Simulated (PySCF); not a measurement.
# Sn(SMe)4: geometry, NMR shifts and electronic excitations

What NMR shifts and electronic excitations should Sn(SMe)4 (`C[S][Sn]([S]C)([S]C)[S]C`) show?

The runs use PySCF 2.14.0, with density-fitted response routines of our own; the level of theory stands in each step. All values are computed, except where a source is named. Atoms are numbered from 0 throughout.

### 1 The starting structure

21 atoms, charge 0, multiplicity 1; geometry from: GFN2-xTB. The atoms were then displaced at random by about 0.03 Å, so the start is not that level's minimum.

Bonds of the start (Å): Sn0–S1 2.44, Sn0–S6 2.44, Sn0–S11 2.56, Sn0–S16 2.42, S1–C2 1.78, C2–H3 1.02, C2–H4 1.09, C2–H5 1.12, S6–C7 1.83, C7–H8 1.11, C7–H9 1.02, C7–H10 1.09, S11–C12 1.77, C12–H13 1.14, C12–H14 0.99, C12–H15 1.15, S16–C17 1.85, C17–H18 1.07, C17–H19 1.11, C17–H20 1.09.

### 2 Optimising the geometry at PBE0-D3(BJ)/def2-SVP

Job settings and geometry (Å):

```
{"job": {"xc": "PBE0", "basis": "def2-SVP", "d3": "d3bj", "grid": 1, "maxiter": 40, "shake": 0.03, "kind": "geom"}, "charge": 0, "multiplicity": 1}
Sn     0.044750    -0.066550     0.018020
S      0.155120    -0.144510     2.458100
C      1.397740    -1.400660     2.668630
H      1.189270    -2.354450     2.361100
H      1.652700    -1.428740     3.728670
H      2.341610    -1.099720     2.142300
S      2.302640     0.005340    -0.916710
C      2.035100    -0.327240    -2.691770
H      1.421450    -1.249160    -2.723740
H      2.967890    -0.464380    -3.082040
H      1.442420     0.477690    -3.116350
S     -1.266830     2.066070    -0.499500
C     -0.578980     3.328220     0.526070
H     -0.559580     2.965070     1.605580
H     -1.106590     4.164080     0.452500
H      0.518810     3.527630     0.242330
S     -1.205010    -1.869600    -1.008290
C     -2.972370    -1.548640    -0.559810
H     -3.085100    -1.631100     0.505110
H     -3.591340    -2.334840    -1.039320
H     -3.290440    -0.598520    -1.000460
```

Started as:

```bash
$ OMP_NUM_THREADS=1 python probes_run.py task.json out
```

The driver reads the jobs from task.json and runs them one after another.

What it wrote:

```text
step   0  E = -1965.44361946  max force = 0.098867
step   1  E = -1965.47817310  max force = 0.009116
step   2  E = -1965.47967401  max force = 0.004000
step   3  E = -1965.48004401  max force = 0.002187
step   4  E = -1965.48016240  max force = 0.001400
step   5  E = -1965.48029904  max force = 0.002129
step   6  E = -1965.48041933  max force = 0.002552
step   7  E = -1965.48061717  max force = 0.001489
step   8  E = -1965.48074657  max force = 0.001379
step   9  E = -1965.48096289  max force = 0.002948
step  10  E = -1965.48104608  max force = 0.003136
step  11  E = -1965.48101604  max force = 0.001131
step  12  E = -1965.48106223  max force = 0.000676
step  13  E = -1965.48106692  max force = 0.001099
step  14  E = -1965.48107433  max force = 0.000725
step  15  E = -1965.48108001  max force = 0.000262
optimisation converged
```

It took 11 min on 1 thread of Arm Neoverse V1, shared host; peak memory 1.2 GiB.

Step by step:

```csv
step,energy from step 0 (eV),largest force component (eV/Å)
0,0.0000,5.0839
1,-0.9403,0.4688
2,-0.9811,0.2057
3,-0.9912,0.1125
4,-0.9944,0.0720
5,-0.9981,0.1095
6,-1.0014,0.1312
7,-1.0068,0.0766
8,-1.0103,0.0709
9,-1.0162,0.1516
10,-1.0184,0.1613
11,-1.0176,0.0582
12,-1.0189,0.0348
13,-1.0190,0.0565
14,-1.0192,0.0373
15,-1.0194,0.0135
```

Close pairs (by a distance rule), those that changed most:

```csv
bond,before (Å),after (Å),change (Å)
Sn0–S11,2.557,2.409,-0.148
C12–H14,0.991,1.099,+0.108
C7–H9,1.020,1.099,+0.078
C2–H3,1.024,1.100,+0.076
S11–C12,1.766,1.825,+0.059
C12–H15,1.151,1.100,-0.052
S1–C2,1.779,1.825,+0.046
C12–H13,1.139,1.098,-0.041
```

The end geometry stands in the next job.

```csv
at the end point,value
point group (found at 0.08 Å tolerance),C1
"rotational constants (GHz, main isotopes)","0.636, 0.504, 0.501"
dipole moment (D),0.33
```

### 3 Nuclear shieldings: PBE0/def2-TZVP+pcSseg-1

Job settings and geometry (Å):

```
{"job": {"kind": "nmr", "xc": "PBE0", "basis": {"default": "pcSseg-1", "Sn": "def2-TZVP"}}, "charge": 0, "multiplicity": 1}
Sn     0.070765     0.027990     0.131313
S      0.235682    -0.345642     2.503382
C      0.909492    -2.041709     2.461261
H      0.333605    -2.680126     1.775517
H      0.816921    -2.437851     3.481863
H      1.968987    -2.046597     2.171220
S      2.238719     0.226519    -0.899774
C      1.660180     0.399475    -2.625241
H      1.209054    -0.532285    -2.992888
H      2.548405     0.630290    -3.229093
H      0.937553     1.222162    -2.722092
S     -1.179794     2.033935    -0.331591
C      0.054268     3.272616     0.191386
H      0.074204     3.380953     1.284305
H     -0.254301     4.226964    -0.257373
H      1.058266     3.015248    -0.176284
S     -1.065548    -1.848074    -0.866646
C     -2.696461    -1.636296    -0.071633
H     -2.603832    -1.565170     1.021314
H     -3.280638    -2.533410    -0.318945
H     -3.222267    -0.753003    -0.459582
```

Method: GIAO PBE0/pcSseg-1 Sn:def2-TZVP NMR shielding, scalar relativity only through core potentials, gas phase.

What it wrote:

```text
coarse grid: 83680 points
cycle   1  E = -1963.4564800195  dE = -3.389e+01  |g| = 3.337e+00  |ddm| = 3.114e+01
cycle   2  E = -1909.6181863134  dE =  5.384e+01  |g| = 9.338e+00  |ddm| = 3.224e+01
cycle   3  E = -1965.5024610495  dE = -5.588e+01  |g| = 1.498e+00  |ddm| = 3.158e+01
cycle   4  E = -1965.7545395993  dE = -2.521e-01  |g| = 9.160e-01  |ddm| = 2.023e+00
cycle   5  E = -1965.9582868409  dE = -2.037e-01  |g| = 3.578e-01  |ddm| = 1.120e+00
cycle   6  E = -1965.9858092871  dE = -2.752e-02  |g| = 1.651e-01  |ddm| = 4.820e-01
cycle   7  E = -1965.9905811244  dE = -4.772e-03  |g| = 3.629e-02  |ddm| = 2.087e-01
cycle   8  E = -1965.9908774347  dE = -2.963e-04  |g| = 1.220e-02  |ddm| = 5.487e-02
cycle   9  E = -1965.9909184862  dE = -4.105e-05  |g| = 1.823e-03  |ddm| = 1.629e-02
cycle  10  E = -1965.9909192886  dE = -8.024e-07  |g| = 5.043e-04  |ddm| = 2.409e-03
final grid: 170328 points
cycle  11  E = -1965.9908851241  dE = -8.520e-08  |g| = 5.795e-04  |ddm| = 2.526e-03
cycle  12  E = -1965.9908850728  dE =  5.134e-08  |g| = 7.201e-04  |ddm| = 1.688e-03
cycle  13  E = -1965.9908852133  dE = -1.405e-07  |g| = 7.802e-05  |ddm| = 9.380e-04
cycle  14  E = -1965.9908852148  dE = -1.519e-09  |g| = 1.088e-05  |ddm| = 1.055e-04
cycle  15  E = -1965.9908852149  dE = -2.501e-11  |g| = 4.817e-06  |ddm| = 2.199e-05
converged SCF energy = -1965.9908852149

GIAO shielding tensors (ppm)
atom      isotropic    diamagn.    paramagn.     s11        s22        s33       span
  0 Sn         nan         nan         nan        nan        nan        nan        nan
  1 S      629.483    1059.796    -430.313    519.796    584.662    783.992    264.196
  2 C      169.997     250.411     -80.414    158.623    162.304    189.064     30.440
  3 H       28.687      30.908      -2.221     21.257     30.190     34.615     13.358
  4 H       29.357      27.666       1.691     23.061     25.554     39.457     16.396
  5 H       29.202      30.085      -0.883     22.751     27.398     37.457     14.706
  6 S      649.482    1059.785    -410.303    535.627    597.972    814.846    279.219
  7 C      169.943     250.492     -80.549    158.120    163.048    188.661     30.542
  8 H       29.143      30.648      -1.505     22.228     28.445     36.757     14.529
  9 H       29.428      27.792       1.636     23.092     25.564     39.628     16.535
 10 H       28.922      30.915      -1.993     22.001     29.329     35.437     13.436
 11 S      641.138    1060.238    -419.100    531.119    603.441    788.852    257.733
 12 C      171.004     250.378     -79.374    160.263    162.995    189.754     29.491
 13 H       29.233      29.848      -0.616     22.760     27.099     37.839     15.079
 14 H       29.336      27.832       1.504     23.036     25.516     39.457     16.421
 15 H       28.751      30.818      -2.068     21.220     30.355     34.676     13.456
 16 S      655.152    1060.246    -405.094    541.439    614.437    809.580    268.141
 17 C      171.096     250.362     -79.265    159.602    164.138    189.549     29.947
 18 H       28.984      30.631      -1.647     22.118     29.062     35.771     13.653
 19 H       29.416      27.809       1.607     23.076     25.563     39.610     16.534
 20 H       29.270      30.539      -1.269     22.382     28.295     37.132     14.750
```

It took 2 min on 1 thread of Arm Neoverse V1, shared host; peak memory 1.5 GiB.

Shifts follow as δ = σ(reference) − σ, with reference shieldings (ppm) from runs at the same level and on the same kind of geometry: 1H TMS 31.27, 13C TMS 184.4, 33S CS2 496. The references are single molecules in the gas phase. Atoms listed in one row are averaged.

```csv
atoms,environment,σ (ppm),δ (ppm)
"C2, C7, C12, C17","carbon bonded to S, 3 H",170.5,13.9
"H3, H4, H5, H8, H9 and 7 more",hydrogen on a carbon bonded to S,29.14,2.12
"S1, S6, S11, S16","sulfur bonded to C, Sn",644,-148
```

Atoms past Kr carry core potentials, so their printed shieldings have no meaning and are left out of the table.

The run also stored atomic charges by several schemes (e):

```csv
atoms,Mulliken,ESP fit
Sn0,0.31,0.40
"S1, S6, S11, S16",-0.17,-0.22
"C2, C7, C12, C17",-0.41,-0.22
```

Mayer bond orders: Sn0–S1 1.05, Sn0–S6 1.05, Sn0–S11 1.04, Sn0–S16 1.04, S1–C2 0.98, S6–C7 0.98, S11–C12 0.98, S16–C17 0.98.

With diffuse functions Mulliken charges and Mayer bond orders lose their meaning; the other schemes are steadier.

The fields below are evaluated on a grid from the run's orbitals.

Frontier orbitals at PBE0/def2-TZVP+pcSseg-1, with the share of their density that lies nearest to each atom:

```csv
orbital,energy (eV),lies on
HOMO,-6.94,"S11 37 %; S1, S16 about 19 % each; S6 7 %"
LUMO,-1.62,Sn0 28 %; 4 S atoms about 16 % each
```

ELF in a plane through or near 4 of the atoms.

Ten even steps from ' ' (0.00) to '@' (1.00):
```
                                                        
                                                        
                                        ..              
                                ......++@@@@==          
                              ::****==%%@@@@%%..        
                ..::..        ::##%%--##@@@@**          
              --++****::        ==++--..**::            
              ==##%%%%**::      ..--##@@@@++            
              --##%%%%%%++::::::..  ::##%%==            
                ::++####--::::::..                      
            --++::..::--::----::----::..                
          ++@@@@@@::  ..::::::++%%%%##++..              
          **@@@@@@--    ..::++%%::::==##::              
          ..**%%++        --##%%::##::**....::..        
                          ==%%@@@@##**--  ==##==        
                          --**%%%%##==    --++..        
                            ::====--..                  
                                                        
                                                        
                                                        
```
The map spans 12.1 Å across and 11.1 Å up, centred on the molecule. Atoms in the plane (x, y in Å): S1 (1.5, -1.9), H15 (-2.8, -1.1), C17 (2.1, 2.2), H19 (2.9, 2.9).

log10 of the density (e/Å³) in the same plane.

Ten even steps from ' ' (-4.0) to '@' (1.6):
```
                                                        
                                    ......              
                              ..::::::----::..          
                          ..::----======++==--::        
                ..........::--==++++******++==::..      
            ..::------------==++**########++==--..      
          ..::--==============++**##%%##**++==::..      
          ..--==++++++++++++==++++****##**++--::..      
        ..::--==++**********++++++++++++++==--..        
      ..::----==++********####**++========--::..        
      ..::--==++++++++****####****++++==--::::..        
      ..--==++****++++++++************++==--::....      
      ..::==++****++======++****##%%##**++==--::..      
      ..::--========----====++**%%@@##**++====--::..    
          ..::--::::::::--==++****##**++++++==--::..    
              ..........::--==++++++++======----..      
                        ..::----====------::::..        
                            ..::::::::......            
                                                        
                                                        
```
The map spans 12.1 Å across and 11.1 Å up, centred on the molecule. Atoms in the plane (x, y in Å): S1 (1.5, -1.9), H15 (-2.8, -1.1), C17 (2.1, 2.2), H19 (2.9, 2.9).

On the surface of density 0.002 e/bohr³ the electrostatic potential runs, from the 1st to the 99th percentile, from -0.84 V near S1 to 0.92 V near H19.

### 4 Ultraviolet spectrum: wB97X-D/def2-SVPD

The job, as its differences from that of step 3:

```diff
@@ -1,2 +1,2 @@
-{"job": {"kind": "nmr", "xc": "PBE0", "basis": {"default": "pcSseg-1", "Sn": "def2-TZVP"}}, "charge": 0, "multiplicity": 1}
+{"job": {"kind": "uv", "xc": "wB97X-D", "basis": "def2-SVPD", "ip": false, "nstates": 10}, "charge": 0, "multiplicity": 1}
 Sn     0.070765     0.027990     0.131313
```

Level: TDDFT wB97X-D/def2-SVPD, vertical, gas phase, core orbitals frozen in the response.

What it wrote:

```text
coarse grid: 83680 points
cycle   1  E = -1963.7588886559  dE = -2.053e+01  |g| = 3.120e+00  |ddm| = 1.564e+01
cycle   2  E = -1913.0841093690  dE =  5.067e+01  |g| = 1.014e+01  |ddm| = 7.689e+02
cycle   3  E = -1966.0189066158  dE = -5.293e+01  |g| = 9.598e-01  |ddm| = 7.701e+02
cycle   4  E = -1966.1886633929  dE = -1.698e-01  |g| = 3.923e-01  |ddm| = 3.661e+00
cycle   5  E = -1966.2341716564  dE = -4.551e-02  |g| = 8.274e-02  |ddm| = 6.790e-01
cycle   6  E = -1966.2359438689  dE = -1.772e-03  |g| = 3.145e-02  |ddm| = 1.827e-01
cycle   7  E = -1966.2362126984  dE = -2.688e-04  |g| = 2.907e-03  |ddm| = 6.800e-02
cycle   8  E = -1966.2362191063  dE = -6.408e-06  |g| = 1.145e-03  |ddm| = 1.750e-02
final grid: 170328 points
cycle   9  E = -1966.2331121364  dE = -9.342e-06  |g| = 1.853e-03  |ddm| = 1.642e-02
cycle  10  E = -1966.2331125696  dE = -4.333e-07  |g| = 1.339e-03  |ddm| = 6.298e-03
cycle  11  E = -1966.2331129953  dE = -4.256e-07  |g| = 1.681e-04  |ddm| = 2.556e-03
cycle  12  E = -1966.2331130071  dE = -1.186e-08  |g| = 6.744e-05  |ddm| = 4.492e-04
cycle  13  E = -1966.2331130099  dE = -2.712e-09  |g| = 1.717e-05  |ddm| = 2.563e-04
cycle  14  E = -1966.2331130101  dE = -2.119e-10  |g| = 7.400e-06  |ddm| = 6.130e-05
converged SCF energy = -1966.2331130101

Static polarisability (au): isotropic 178.079, principal 170.734 171.316 192.185

Singlet excitations
state   eV       nm        f      main configurations
  1   4.3579    284.5   0.00128   H->L 0.89
  2   4.4981    275.6   0.02649   H-1->L 0.86
  3   4.5277    273.8   0.02700   H-2->L 0.85
  4   4.6217    268.3   0.05612   H-3->L 0.83
  5   5.7078    217.2   0.00505   H->L+1 0.50, H-2->L+1 0.09
  6   5.7843    214.3   0.00438   H-1->L+2 0.21, H->L+2 0.16, H-1->L+1 0.16
  7   5.7909    214.1   0.00213   H-3->L+1 0.23, H-1->L+2 0.20, H-1->L+1 0.12
  8   5.8560    211.7   0.00292   H-2->L+3 0.56
  9   6.0193    206.0   0.07132   H-5->L 0.54, H->L+2 0.18
 10   6.0305    205.6   0.08976   H-4->L 0.63, H->L+3 0.10

Triplet excitations (Tamm-Dancoff, eV): 4.0153 4.0768 4.0995 4.1595
```

It took 3.8 min on 1 thread of Arm Neoverse V1, shared host; peak memory 1.8 GiB.

The orbitals next to the gap, with their largest atomic shares:

```csv
orbital,eV,atoms
HOMO−3,-8.93,"S16 24 %, S11 24 %, S1 17 %"
HOMO−2,-8.87,"S6 53 %, S11 16 %, C7 8 %"
HOMO−1,-8.84,"S1 36 %, S16 33 %, S6 9 %"
HOMO,-8.76,"S11 36 %, S16 18 %, S1 17 %"
LUMO,-0.10,"Sn0 20 %, S1 19 %, S6 18 %"
LUMO+1,1.26,"S11 20 %, S16 18 %, Sn0 17 %"
LUMO+2,1.42,"S1 17 %, Sn0 17 %, S11 14 %"
```

With each of the 10 states as a Gaussian band of 0.4 eV half-width at 1/e, the curve within the window shown has maxima at 272 nm (ε 4,400), 206 nm (ε 6,900) L/(mol cm). Beyond the last state computed it falls off for lack of states. The curve at chosen wavelengths:

(nm, ε (L/mol/cm)): (196, 3736), (201, 5913), (207, 6909), (212, 5961), (217, 4170), (223, 2171), (228, 1115), (234, 569), (239, 583), (244, 940), (250, 1737), (255, 2585), (260, 3422), (266, 4154), (271, 4391), (276, 4258), (282, 3712), (287, 3072), (292, 2395), (298, 1656), (303, 1155), (309, 710), (314, 455), (319, 282), (325, 153), (330, 90)

Leading natural transition orbitals of singlet state 10: the hole lies on S6, S11 about 33 % each; Sn0 13 %; the particle on Sn0 27 %; S1, S6, S11 about 16 % each; S16 13 %.

Leading natural transition orbitals of singlet state 1: the hole lies on S11 34 %; S1, S16 about 20 % each; S6 10 %; the particle on Sn0 27 %; 4 S atoms about 16 % each.

Further results of this job:

```csv
property,computed
dipole moment (D),0.34
polarisability (Å³),26.39
HOMO–LUMO gap (eV),8.66
−ε(HOMO) (eV),8.76
```

### 5 Nuclear shieldings: wB97X-D/def2-TZVP+pcSseg-1

The job, as its differences from that of step 4:

```diff
@@ -1,2 +1,2 @@
-{"job": {"kind": "uv", "xc": "wB97X-D", "basis": "def2-SVPD", "ip": false, "nstates": 10}, "charge": 0, "multiplicity": 1}
+{"job": {"kind": "nmr", "xc": "wB97X-D", "basis": {"default": "pcSseg-1", "Sn": "def2-TZVP"}, "pop": false}, "charge": 0, "multiplicity": 1}
 Sn     0.070765     0.027990     0.131313
```

With the program's defaults for keys left out, this is: GIAO wB97X-D/pcSseg-1 Sn:def2-TZVP NMR shielding, scalar relativity only through core potentials, gas phase.

What it wrote:

```text
coarse grid: 83680 points
cycle   1  E = -1965.0257948241  dE = -3.468e+01  |g| = 2.819e+00  |ddm| = 3.121e+01
cycle   2  E = -1964.4823171988  dE =  5.435e-01  |g| = 3.586e+00  |ddm| = 7.895e+00
cycle   3  E = -1966.7360906305  dE = -2.254e+00  |g| = 1.838e-01  |ddm| = 3.600e+00
cycle   4  E = -1966.7476065695  dE = -1.152e-02  |g| = 5.697e-02  |ddm| = 4.780e-01
cycle   5  E = -1966.7486829777  dE = -1.076e-03  |g| = 1.483e-02  |ddm| = 9.751e-02
cycle   6  E = -1966.7487741743  dE = -9.120e-05  |g| = 3.720e-03  |ddm| = 3.347e-02
cycle   7  E = -1966.7487810009  dE = -6.827e-06  |g| = 1.653e-03  |ddm| = 9.060e-03
final grid: 170328 points
cycle   8  E = -1966.7457431706  dE = -1.373e-05  |g| = 2.140e-03  |ddm| = 1.752e-02
cycle   9  E = -1966.7457435086  dE = -3.380e-07  |g| = 1.668e-03  |ddm| = 4.060e-03
cycle  10  E = -1966.7457439968  dE = -4.881e-07  |g| = 1.905e-04  |ddm| = 1.903e-03
cycle  11  E = -1966.7457440101  dE = -1.337e-08  |g| = 7.488e-05  |ddm| = 3.744e-04
cycle  12  E = -1966.7457440129  dE = -2.757e-09  |g| = 1.487e-05  |ddm| = 1.781e-04
cycle  13  E = -1966.7457440131  dE = -1.874e-10  |g| = 7.451e-06  |ddm| = 4.836e-05
converged SCF energy = -1966.7457440131

GIAO shielding tensors (ppm)
atom      isotropic    diamagn.    paramagn.     s11        s22        s33       span
  0 Sn         nan         nan         nan        nan        nan        nan        nan
  1 S      644.265    1060.196    -415.931    534.258    595.784    802.753    268.495
  2 C      170.826     250.166     -79.340    159.870    163.911    188.698     28.828
  3 H       28.896      31.194      -2.298     21.427     30.428     34.833     13.406
  4 H       29.498      27.649       1.848     23.150     25.705     39.638     16.488
  5 H       29.372      30.240      -0.868     22.944     27.576     37.598     14.654
  6 S      662.288    1060.219    -397.931    547.884    605.124    833.855    285.972
  7 C      170.745     250.307     -79.563    159.454    164.517    188.262     28.808
  8 H       29.324      30.877      -1.552     22.434     28.635     36.904     14.470
  9 H       29.564      27.798       1.766     23.180     25.710     39.802     16.622
 10 H       29.128      31.217      -2.089     22.191     29.558     35.635     13.444
 11 S      655.211    1060.686    -405.475    545.452    613.002    807.180    261.728
 12 C      171.790     250.136     -78.346    161.670    164.341    189.358     27.689
 13 H       29.398      29.991      -0.593     22.953     27.273     37.968     15.015
 14 H       29.480      27.839       1.641     23.138     25.666     39.635     16.497
 15 H       28.964      31.110      -2.146     21.397     30.603     34.893     13.496
 16 S      667.823    1060.715    -392.892    553.724    620.689    829.057    275.333
 17 C      171.882     250.157     -78.275    160.972    165.533    189.141     28.168
 18 H       29.193      30.907      -1.714     22.309     29.293     35.976     13.667
 19 H       29.555      27.821       1.735     23.172     25.708     39.786     16.613
 20 H       29.448      30.746      -1.298     22.585     28.487     37.272     14.687
```

Wall time 2.1 min (1 thread of Arm Neoverse V1, shared host); peak memory 1.7 GiB.

Key values: δ C2 13.2, S1 -164, H3 2.06 ppm (means over like atoms).

### 6 Side by side: NMR shifts

Shifts (ppm), means over like atoms, with basis size and wall time:

```csv
run,C2,H3,S1,functions,time
PBE0/def2-TZVP+pcSseg-1,13.9,2.12,-148,274,2 min
wB97X-D/def2-TZVP+pcSseg-1,13.2,2.06,-164,274,2.1 min
```

### 7 What came out

| quantity | value |
| --- | --- |
| point group | C1 |
| rotational constants (main isotopes) | 0.64, 0.50, 0.50 GHz |
| 13C shifts against TMS (PBE0/def2-TZVP+pcSseg-1, means over atoms taken as alike) | 13.9 ppm |
| 1H shifts against TMS (PBE0/def2-TZVP+pcSseg-1, means over atoms taken as alike) | 2.12 ppm |
| 33S shifts against CS2 (PBE0/def2-TZVP+pcSseg-1, means over atoms taken as alike) | -148 ppm |
| surface potential, 1st and 99th percentile | -0.84 V and 0.92 V |
| lowest singlet (wB97X-D/def2-SVPD) | 4.36 eV (285 nm), f = 0.001 |
| brightest single state of those computed | state 10, 6.03 eV, f = 0.090 |
| lowest triplet | 4.02 eV |
| range of the shift of S1 | -164 to -148 ppm |

The start was shaken at random, so part of the energy gained undoes that. Over 15 steps the energy fell by 1.019 eV; of the close pairs, Sn0–S11 changed most, 2.557 to 2.409 Å. No frequency check was run at this level, so the end point may be a saddle. At PBE0/def2-TZVP+pcSseg-1: The largest span, 267 ppm, is at S1, S6, S11, S16, where the paramagnetic term is -416 ppm. At PBE0/def2-TZVP+pcSseg-1, counted by nearest atom on the grid, the HOMO lies on S11 37 %; S1, S16 about 19 % each, the LUMO on Sn0 28 %; 4 S atoms about 16 % each. The first singlet state (HOMO→LUMO 0.89) lies at 4.36 eV and is weak; of the 10 states computed, the strongest absorption comes from states 9 to 10 together at 6.03 eV (the last computed, so partners may be missing). The lowest triplet lies 0.34 eV below the lowest singlet (triplets in Tamm-Dancoff, singlets in full TDDFT). Spin-orbit coupling, left out, mixes singlets and triplets in elements this heavy. In ppm, S1 (with its like atoms) moves most: its shift spreads over 16 ppm, from -164 (wB97X-D/def2-TZVP+pcSseg-1) to -148 (PBE0/def2-TZVP+pcSseg-1). Spin-orbit coupling is left out, which matters for shieldings and couplings at and beside the heavy atoms.
